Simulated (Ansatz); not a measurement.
**C5H12Si (vinyltrimethylsilane) at 4 levels**

Aim: a comparison of 4 runs (HF/def2-SVP, B3LYP/6-31G*, PBE/cc-pVDZ, PBE0/def2-SVP) of C5H12Si (vinyltrimethylsilane). 

Program for the calculation: Ansatz 0.2.0.

7 further runs of the same task are left out: 4 for a known fault of the program, 1 that didn't finish, 2 set aside as unsound or not needed. Runs told in other sessions of the task aren't counted.

### Step 1. The molecule

C5H12Si has 18 atoms, charge 0, and is taken as a singlet. SMILES: `C=C[Si](C)(C)C`. Geometry: relaxed at PBE0-D4/def2-TZVP. This is one conformer, not always the lowest.

Some bond lengths: C1–C2 1.330 Å, C2–Si3 1.869 Å, Si3–C4 1.873 Å, Si3–C5 1.875 Å, Si3–C6 1.875 Å, C1–H7 1.087 Å, C1–H8 1.087 Å, C2–H9 1.091 Å, C4–H10 1.093 Å, C4–H11 1.093 Å, C4–H12 1.093 Å, C5–H13 1.093 Å, C5–H14 1.094 Å, C5–H15 1.093 Å, C6–H16 1.093 Å, C6–H17 1.093 Å. Some angles: C1–C2–Si3 124.8°, C2–Si3–C4 109.7°, C2–Si3–C5 108.9°, C2–Si3–C6 108.9°, C4–Si3–C5 110.1°, C4–Si3–C6 110.1°, C5–Si3–C6 109.2°, C1–C2–H9 117.2°, Si3–C2–H9 118.0°, C2–C1–H7 122.5°.

### Step 2. Energy and forces at HF/def2-SVP (run 1)

File run.yaml:

```yaml
crystal:
  periodic: [false, false, false]
  atoms:
    - {symbol: C, position_ang: [-2.463470, -0.560850, 0.441110]}
    - {symbol: C, position_ang: [-1.600000, 0.041460, -0.372240]}
    - {symbol: Si, position_ang: [0.250010, 0.097990, -0.111240]}
    - {symbol: C, position_ang: [0.693770, -0.817270, 1.461280]}
    - {symbol: C, position_ang: [0.791320, 1.889350, 0.012330]}
    - {symbol: C, position_ang: [1.095130, -0.702450, -1.581740]}
    - {symbol: H, position_ang: [-3.533840, -0.570330, 0.252000]}
    - {symbol: H, position_ang: [-2.138230, -1.076560, 1.340760]}
    - {symbol: H, position_ang: [-2.008990, 0.536650, -1.254490]}
    - {symbol: H, position_ang: [0.218540, -0.365270, 2.335650]}
    - {symbol: H, position_ang: [1.775050, -0.792910, 1.621980]}
    - {symbol: H, position_ang: [0.389440, -1.865980, 1.413780]}
    - {symbol: H, position_ang: [0.321910, 2.383320, 0.866720]}
    - {symbol: H, position_ang: [1.875770, 1.963820, 0.132240]}
    - {symbol: H, position_ang: [0.516990, 2.446350, -0.887640]}
    - {symbol: H, position_ang: [0.807560, -1.752570, -1.676110]}
    - {symbol: H, position_ang: [0.825840, -0.197420, -2.513330]}
    - {symbol: H, position_ang: [2.183160, -0.657310, -1.481070]}
basis:
  gaussian: {orbitals: def2-SVP}
hamiltonian: {xc: hf}
accuracy: high
output: {forces: true, orbitals: {seedname: orbitals}}
```

Command:

```
ansatz run run.yaml --threads 1 --pin off --max-ram 3480MiB --events-out events.jsonl --progress --plain --runs-dir runs
```

Log:

```text
Warning: RAYON_NUM_THREADS=1 ignored (pool sized by the plan → 1); use --threads N
[... 12 lines left out ...]
Total energy: -13198.64787452 eV, -485.0413630237 hartree
[... 18 lines left out ...]
Dipole moment:     0.003817    -0.010244     0.017393 e Å
```

It took 21 s on 1 thread of Arm Neoverse V2, shared host; peak memory 0.7 GiB.

### Step 3. Energy and forces at B3LYP/6-31G(d) (Cartesian functions) (run 2)

run.yaml, as its differences from that of step 2:

```diff
@@ -22,4 +22,4 @@
 basis:
-  gaussian: {orbitals: def2-SVP}
-hamiltonian: {xc: hf}
+  gaussian: {orbitals: "6-31G*"}
+hamiltonian: {xc: {name: B3LYP}}
 accuracy: high
```

Command:

```
ansatz run run.yaml --threads 1 --pin off --max-ram 3480MiB --events-out events.jsonl --progress --plain --runs-dir runs
```

Log:

```text
Warning: RAYON_NUM_THREADS=1 ignored (pool sized by the plan → 1); use --threads N
[... 16 lines left out ...]
Total energy: -13259.16912835 eV, -487.2654780793 hartree
[... 18 lines left out ...]
Dipole moment:     0.031117     0.002324     0.002170 e Å
```

Wall time 25 s (1 thread of Arm Neoverse V2, shared host); peak memory 0.54 GiB.

Run 3 isn't shown in full; the table further down has it.

### Step 4. Energy and gradient at PBE0/def2-SVP (run 4)

run.yaml, as its differences from that of step 3:

```diff
@@ -22,5 +22,9 @@
 basis:
-  gaussian: {orbitals: "6-31G*"}
-hamiltonian: {xc: {name: B3LYP}}
+  gaussian:
+    orbitals: def2-SVP
+hamiltonian:
+  xc: pbe0
 accuracy: high
-output: {forces: true, orbitals: {seedname: orbitals}}
+output:
+  forces: true
+  orbitals: {seedname: orbitals}
```

Command:

```
ansatz run run.yaml --threads 1 --pin off --max-ram 3480MiB --events-out events.jsonl --progress --plain --runs-dir runs
```

Log:

```text
Warning: RAYON_NUM_THREADS=1 ignored (pool sized by the plan → 1); use --threads N
[... 16 lines left out ...]
Total energy: -13242.58301788 eV, -486.6559497620 hartree
[... 18 lines left out ...]
Dipole moment:     0.036590    -0.000541     0.007860 e Å
```

Wall time 34 s (1 thread of Arm Neoverse V2, shared host); peak memory 0.77 GiB.

### Step 5. All runs side by side

```tsv
run	level	Cartesian functions	energy (Eh)	dipole moment (D)	HOMO energy (eV)	LUMO energy (eV)	wall time
1	HF/def2-SVP	no	-485.041363	0.10	-10.05	4.00	21 s
2	B3LYP/6-31G* (Cartesian functions)	yes	-487.265478	0.15	-7.05	0.20	25 s
3	PBE/cc-pVDZ	no	-486.811538	0.27	-6.28	-0.83	32 s
4	PBE0/def2-SVP	no	-486.655950	0.18	-7.54	0.10	34 s
```

### Step 6. What came out

| quantity | value |
| --- | --- |
| run 4: total energy | -486.65595 Eh |
| run 4: dipole moment | 0.18 D |
| run 4: HOMO energy | -7.54 eV |
| run 4: LUMO energy | 0.10 eV |
| run 4: HOMO–LUMO gap | 7.64 eV |
| run 4: largest force on an atom | 0.347 eV/Å |

The dipole moment (its size) runs from 0.10 D (HF/def2-SVP) to 0.27 D (PBE/cc-pVDZ). The two ends differ in method and basis. The HOMO–LUMO gap runs from 5.44 eV (PBE/cc-pVDZ) to 14.05 eV (HF/def2-SVP). Totals of different functionals can't be ranked against each other. All runs together took 1.9 min, the longest 34 s.
